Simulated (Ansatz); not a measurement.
# TaAs: the cell at several levels of theory

The task here is to estimate one member of a computed series from the others.

Code: Ansatz 0.2.0. PAW datasets, plane waves, zero pressure. The values are computed, spin-unpolarised, and not measurements.

## The structure to begin with

Space group I4_1md (No. 109), tetragonal; conventional cell a = 3.444 Å, c = 11.736 Å, 17.40 Å³ an atom. Around Ta lie 6 As at 2.61–2.62 Å; around As lie 6 Ta at 2.61–2.62 Å.

Coordinates:

Space group I4_1md (No. 109). a = 3.444 Å, b = 3.444 Å, c = 11.736 Å, α = 90.00°, β = 90.00°, γ = 90.00°
| atom | site | symmetry | x | y | z |
| --- | --- | --- | --- | --- | --- |
| Ta | 4a | 2mm. | 0.5000 | 0.0000 | 0.2500 |
| As | 4a | 2mm. | 0.5000 | 0.0000 | 0.8326 |

Set-up of the first run:

File input.yaml:

```yaml
crystal:
  lattice:
    - [-1.7218133622, 1.7218133622, 5.8679415361]
    - [1.7218133622, -1.7218133622, 5.8679415361]
    - [1.7218133622, 1.7218133622, -5.8679415361]
  atoms:
    - { symbol: Ta, position: [0.4999673, 0.9999673, 0.5] }
    - { symbol: Ta, position: [0.7499673, 0.7499673, 0.0] }
    - { symbol: As, position: [0.08263212, 0.58263212, 0.5] }
    - { symbol: As, position: [0.33263212, 0.33263212, 0.0] }
kpoints:
  mp_grid: { grid: [10, 10, 10] }
hamiltonian:
  xc: pbe
scf:
  occupations: { method: fermi_dirac, width: 0.02 }
relax:
  f_tol: 0.005
  cell: {}
```

Launch:

```sh
$ ansatz run input.yaml --threads 4 --pin off --max-ram 9216MiB --backend cpu --events-out ev --progress --plain --runs-dir out
```

Among the steps run: PBE: cell and atoms; Relaxation with r2SCAN; PBEsol: cell and atoms; Relaxation with LDA; Relaxation with HSE06.

One table of the session follows, with a row left open; its other results are not shown here.

It belongs to the step «The cells side by side». 

| level | a (Å) | c (Å) | volume (Å³/atom) |
| --- | --- | --- | --- |
| PBE | ? | ? | ? |
| r2SCAN | 3.441 | 11.726 | 17.350 |
| PBEsol | 3.428 | 11.595 | 17.027 |
| LDA | 3.404 | 11.520 | 16.688 |
| HSE06 | 3.432 | 11.681 | 17.195 |

Estimate the missing values for PBE.

The run gave: a (Å): 3.462; c (Å): 11.747; volume (Å³/atom): 17.596. In the column «a (Å)» it is the highest.
